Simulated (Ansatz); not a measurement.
# Sb3Se: the cost of one run

Program: Ansatz 0.2.0. Level of theory: DFT PBE, scalar-relativistic, plane waves, PAW. These are calculated values, not measurements.

## 1. The system as given

The structure is tetragonal, space group I4/mmm (No. 139). Conventional cell: a = 5.337 Å, b = 5.337 Å, c = 9.341 Å, α = 90.00°, β = 90.00°, γ = 90.00°. Around Sb (site symmetry -4m2) lie 8 Sb at 3.55 to 3.77 Å and 4 Se at 3.55 Å. Sb (site symmetry 4/mmm) has 8 Sb at 3.55 Å and 4 Se at 3.77 Å as nearest neighbours. Se (site symmetry 4/mmm) is surrounded by 12 Sb at 3.55 to 3.77 Å.

Coordinates:

```cif
data_structure
_symmetry_space_group_name_H-M 'I4/mmm'
_symmetry_Int_Tables_number 139
_cell_length_a 5.3374
_cell_length_b 5.3374
_cell_length_c 9.3411
_cell_angle_alpha 90.000
_cell_angle_beta 90.000
_cell_angle_gamma 90.000
_cell_volume 266.11
loop_
_atom_site_label
_atom_site_type_symbol
_atom_site_symmetry_multiplicity
_atom_site_Wyckoff_symbol
_atom_site_fract_x
_atom_site_fract_y
_atom_site_fract_z
_atom_site_occupancy
Sb1 Sb 4 d 0.00000 0.50000 0.25000 1
Sb2 Sb 2 b 0.50000 0.50000 0.00000 1
Se1 Se 2 a 0.00000 0.00000 0.00000 1
```

The cell is invented: species swapped into a database cell of PmF3 (I4/mmm, No. 139), with Se on the Pm sites and Sb on the F sites. The dimensions are guesses.

## 2. A first look at the guess

input.yaml reads:

```yaml
crystal:
  lattice:
    - [-2.66871865, 2.66871865, 4.67053559]
    - [2.66871865, -2.66871865, 4.67053559]
    - [2.66871865, 2.66871865, -4.67053559]
  atoms:
    - { symbol: Sb, position: [0.75, 0.25, 0.5] }
    - { symbol: Sb, position: [0.25, 0.75, 0.5] }
    - { symbol: Sb, position: [0.5, 0.5, 0.0] }
    - { symbol: Se, position: [0.0, 0.0, 0.0] }
basis:
  ecutwfc: 420
kpoints:
  mp_grid: { grid: [4, 4, 4] }
hamiltonian:
  xc: pbe
scf:
  occupations: { method: gaussian, width: 0.1 }
  lower_state_search: "off"
output:
  forces: true
  stress: true
  eigenvalues: true
```

Run with:

```
$ ansatz run input.yaml --threads 1 --pin off --max-ram 2560MiB --backend cpu --events-out ev --progress --plain --runs-dir out
```

Q: Estimate wall time and peak memory on 1 thread of Arm Neoverse V1, shared host.

About 4.1 s, with a peak of 0.41 GiB.
